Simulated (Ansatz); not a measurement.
The system is CsLiCr2Te2S3.

```
Cs Li Cr Te S
1.0
     3.60358    0.00000    0.00000
    -1.80179    3.12079    0.00000
     0.00000    0.00000   19.06651
Cs Li Cr Te S
1 1 2 2 3
Direct
  0.00000 0.00000 0.37399
  0.66667 0.33333 0.01607
  0.00000 0.00000 0.86637
  0.33333 0.66667 0.16833
  0.33333 0.66667 0.53891
  0.66667 0.33333 0.77276
  0.00000 0.00000 0.10030
  0.33333 0.66667 0.92920
  0.66667 0.33333 0.23408
```

The cell was built by a generator and needn't be a form met in nature.

Base run:

* Program: Ansatz 0.2.0
* Functional: PBE
* Potentials or basis: SPMS NC
* Cutoff: 871 eV (not typed: the program's choice for these potentials)
* k mesh: 9 × 9 × 2
* Occupations: fermi-dirac, width 0.05 eV
* Spin: collinear spin, ferromagnetic start
* Starting moments: [0.0, 0.0, 3.0, 3.0, 0.0, 0.0, 0.0, 0.0, 0.0] μB

Its results: band gap on the k mesh none (metal or under the smearing width); pressure 0.3 GPa; net moment 5.65 μB per cell; site moments Cs +0.00; Li -0.01; Cr +2.64, +2.77; Te -0.01, -0.16; S -0.06, -0.07 μB; largest force 0.039 eV/Å.

The run is repeated on the same cell with these changes: functional from PBE to PBEsol; potentials or basis from SPMS NC to Ansatz PAW; cutoff from 871 eV (not typed: the program's choice for these potentials) to 420 eV (not typed: the program's choice for these potentials). What comes out?

Band gap on the k mesh none (metal or under the smearing width); pressure -2.9 GPa; net moment 5.64 μB per cell; site moments Cs +0.00; Li -0.01; Cr +2.58, +2.74; Te -0.01, -0.15; S -0.05, -0.06 μB; largest force 0.337 eV/Å.

Caveats: only a ferromagnetic start was run, and an antiferromagnetic order may lie lower in energy; spin-orbit coupling is left out, which moves the levels of the heavy elements (some runs); the PAW data sets come from PBE, with cores solved anew for the run's functional, which leaves a small shift of forces and pressure (some runs).
